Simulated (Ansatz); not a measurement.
**BClH4N2: molecular dynamics**

The plan is to follow the molecule's vibrations and see whether its bonds hold. The start is relaxed first. Runs: 40 steps of 2.5 fs at constant energy, with velocities drawn for 700 K. SMILES of the start: NB(N)Cl.

All numbers below are computed with Ansatz 0.2.0 (RKS PBE/def2-SVP).

## Step 1: The system as given

Bond lengths: B1–Cl2 1.860 Å, B1–N3 1.550 Å, N3–H4 1.060 Å, N3–H5 1.060 Å, B1–N6 1.550 Å, N6–H7 1.060 Å, N6–H8 1.060 Å. Angles: Cl2–B1–N3 120.0°, Cl2–B1–N6 120.0°, N3–B1–N6 120.0°, B1–N3–H4 120.0°, B1–N3–H5 120.0°, H4–N3–H5 120.0°, B1–N6–H7 120.0°, B1–N6–H8 120.0°, H7–N6–H8 120.0°.

Coordinates:

```xyz
8

B     0.0000    0.0000    0.0000
Cl    0.0000    0.0000    1.8600
N     1.3423    0.0000   -0.7750
H     1.8089   -0.9179   -1.0268
H     1.7937    0.9179   -1.0532
N    -1.3423    0.0000   -0.7750
H    -2.0112   -0.8164   -0.6764
H    -1.5914    0.8164   -1.4036
```

## Step 2: Relaxing the start

File input.yaml:

```yaml
crystal:
  periodic: [false, false, false]
  atoms:
    - { symbol: B, position_ang: [0.0, 0.0, 0.0] }
    - { symbol: Cl, position_ang: [0.0, 0.0, 1.86] }
    - { symbol: "N", position_ang: [1.3423, 0.0, -0.775] }
    - { symbol: H, position_ang: [1.8089, -0.9179, -1.0268] }
    - { symbol: H, position_ang: [1.7937, 0.9179, -1.0532] }
    - { symbol: "N", position_ang: [-1.3423, 0.0, -0.775] }
    - { symbol: H, position_ang: [-2.0112, -0.8164, -0.6764] }
    - { symbol: H, position_ang: [-1.5914, 0.8164, -1.4036] }
basis:
  gaussian: { orbitals: def2-SVP }
hamiltonian:
  xc: pbe
relax:
  f_tol: 0.02
  max_steps: 40
output:
  orbitals: {}
```

On the command line:

```sh
$ ansatz run input.yaml --threads 1 --pin off --max-ram 2048MiB --backend cpu --events-out ev --progress --plain --runs-dir out
```

Further steps of the session: The run.

Q: Predict the outcome of this session. Wanted: relaxation of the start; temperature, first and last step; temperature, second half; potential energy, second half; largest change of the total energy; bonds formed or broken.

**Answer**, as computed:

```
                          quantity                                   value
           relaxation of the start                11 moves, 2.186 eV lower
                            length                      40 steps of 2.5 fs
  temperature, first and last step                        700 and 205312 K
          temperature, second half  mean 140556 K, from 111102 to 208599 K
     potential energy, second half           +2232 meV/atom from the start
largest change of the total energy                       22320.55 meV/atom
            bonds formed or broken                                       6
```

What this shows: The run blows up, reaching 208599 K, so it describes no real motion. A run of 100 fs with 8 atoms shows the motion but fixes no equilibrium value. The nuclei move classically, without zero-point motion, which matters most for hydrogen.
